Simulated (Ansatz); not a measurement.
# BFH5NOSSi: up Jacob's ladder to CCSD(T)

The task here is to estimate one member of a computed series from the others.

Program: Ansatz 0.2.0, Gaussian basis. Level of theory: functionals in def2-TZVPP, the program's frozen cores in correlated methods. These are calculated values, not measurements.

The runs, in order: LDA (SPW92), PBE-D4, revPBE-D4, BLYP-D4, r2SCAN-D4, B97M-V, PBE0-D4, B3LYP-D4, r2SCANh-D4, r2SCAN0-D4, HSE06-D4, BHLYP-D4, CAM-B3LYP-D4, LC-ωPBE, ωB97X-V, ωB97M-V, B2PLYP, PBE-QIDH; CCSD(T)/def2-SVP; CCSD(T)/def2-TZVPP; MP2/def2-QZVPP; extrapolation to the limit; RPA on PBE.

## The relaxed structure

The geometry comes from an earlier relaxation with PBE0-D4 in a triple-zeta def2 set; it is a stationary point, not always the lowest conformer.

SMILES `O[SiH](F)NBS`, 11 atoms, charge 0, spin multiplicity 1.

Atoms are counted from 1 here; the program's logs count them from 0.

Bond lengths: O1–Si2 1.622 Å, O1–H7 0.959 Å, Si2–F3 1.594 Å, Si2–N4 1.725 Å, Si2–H8 1.469 Å, N4–B5 1.409 Å, N4–H9 1.012 Å, B5–S6 1.807 Å, B5–H10 1.194 Å, S6–H11 1.340 Å. Angles: Si2–O1–H7 118.9°, O1–Si2–F3 112.0°, O1–Si2–N4 112.2°, O1–Si2–H8 105.9°, F3–Si2–N4 104.0°, F3–Si2–H8 108.0°, N4–Si2–H8 114.8°, Si2–N4–B5 125.5°, Si2–N4–H9 116.0°, B5–N4–H9 118.4°, N4–B5–S6 120.4°, N4–B5–H10 119.7°, S6–B5–H10 119.9°, B5–S6–H11 96.6°.

Set-up of the first run:

in.yaml

```yaml
crystal:
  periodic: [false, false, false]
  atoms:
    - {symbol: O, position_ang: [1.128455, -1.976893, -0.035541]}
    - {symbol: Si, position_ang: [0.611521, -0.888390, -1.121916]}
    - {symbol: F, position_ang: [1.775660, -0.430315, -2.110501]}
    - {symbol: N, position_ang: [0.093978, 0.579946, -0.379630]}
    - {symbol: B, position_ang: [-0.767013, 0.674862, 0.731488]}
    - {symbol: S, position_ang: [-1.259544, 2.291390, 1.371672]}
    - {symbol: H, position_ang: [1.692877, -1.683421, 0.681831]}
    - {symbol: H, position_ang: [-0.416424, -1.572658, -1.918429]}
    - {symbol: H, position_ang: [0.407343, 1.434761, -0.820883]}
    - {symbol: H, position_ang: [-1.169948, -0.319943, 1.255359]}
    - {symbol: H, position_ang: [-2.031606, 1.833761, 2.367152]}
basis:
  gaussian: {orbitals: def2-TZVPP}
hamiltonian: {xc: lda}
output: {orbitals: {seedname: orbitals}}
```

Among the steps run: LDA; PBE-D4 (GGA); revPBE-D4 (GGA); BLYP-D4 (GGA); r2SCAN-D4 (meta-GGA); B97M-V (meta-GGA); PBE0-D4 (hybrid); B3LYP-D4 (hybrid); r2SCANh-D4 (hybrid); r2SCAN0-D4 (hybrid); HSE06-D4 (hybrid); BHLYP-D4 (hybrid); CAM-B3LYP-D4 (range-separated); LC-ωPBE (range-separated); ωB97X-V (range-separated); ωB97M-V (range-separated); B2PLYP (double hybrid); PBE-QIDH (double hybrid).

One of the session's tables, all rows but one given; the rest of the session is left out.

It belongs to the step «Frontier levels by functional». 

```
  functional  HOMO (eV)  gap (eV)
 LDA (SPW92)      -6.58      5.16
      PBE-D4      -6.42      5.27
   revPBE-D4      -6.37      5.32
     BLYP-D4      -6.25      5.27
   r2SCAN-D4      -6.71      5.86
      B97M-V      -6.78      5.95
     PBE0-D4      -7.64      7.40
    B3LYP-D4      -7.38      6.96
  r2SCANh-D4      -7.15      6.63
  r2SCAN0-D4      -7.83      7.78
    HSE06-D4      -7.24      6.62
    BHLYP-D4      -8.70      9.47
CAM-B3LYP-D4      -8.93      9.79
     LC-ωPBE     -10.33     12.31
     ωB97X-V      -9.96     11.85
     ωB97M-V          ?         ?
```

Q: Estimate the row for ωB97M-V from the others.

**Answer.** HOMO (eV): -9.80; gap (eV): 11.47. In the column «HOMO (eV)» it lies between ωB97X-V (-9.96) and CAM-B3LYP-D4 (-8.93).
